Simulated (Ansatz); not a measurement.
Crystal: Hf2Pd2Se2Br2O3.

```
CELL_PARAMETERS angstrom
-1.89227 2.67212 12.28423
1.89227 -2.67212 12.28423
1.89227 2.67212 -12.28423
ATOMIC_POSITIONS crystal
Hf 0.92095 0.92095 0.00000
Hf 0.07905 0.07905 0.00000
Pd 0.68332 0.68332 0.00000
Pd 0.31668 0.31668 0.00000
Se 0.61777 0.11777 0.50000
Se 0.38223 0.88223 0.50000
Br 0.78660 0.78660 0.00000
Br 0.21340 0.21340 0.00000
O 0.90121 0.40121 0.50000
O 0.09879 0.59879 0.50000
O 0.00000 0.00000 0.00000
```

The cell was built by a generator and needn't be a form met in nature.

Base run:

| Item | Value |
| --- | --- |
| Program | Ansatz 0.2.0 |
| Functional | PBE |
| Potentials or basis | Ansatz PAW |
| Cutoff | 420 eV |
| Density cutoff | 1680 eV |
| k mesh | 9 × 9 × 9 |
| Occupations | fermi-dirac, width 0.05 eV |
| Spin | no spin polarisation |
| Hubbard terms | Hf d U = 6 eV, Pd d U = 6 eV |

Its results: band gap on the k mesh none (metal or under the smearing width); pressure 2.7 GPa; largest force 0.294 eV/Å.

Problem. The run is repeated on the same cell with these changes: hubbard terms from Hf d U = 6 eV, Pd d U = 6 eV to Hf d U = 2 eV, Pd d U = 2 eV. What comes out?

Solution. Band gap on the k mesh none (metal or under the smearing width); pressure 0.8 GPa; largest force 0.092 eV/Å.

Caveats: U without spin polarisation on a metal has little footing.

Not every run made on this cell is shown here.
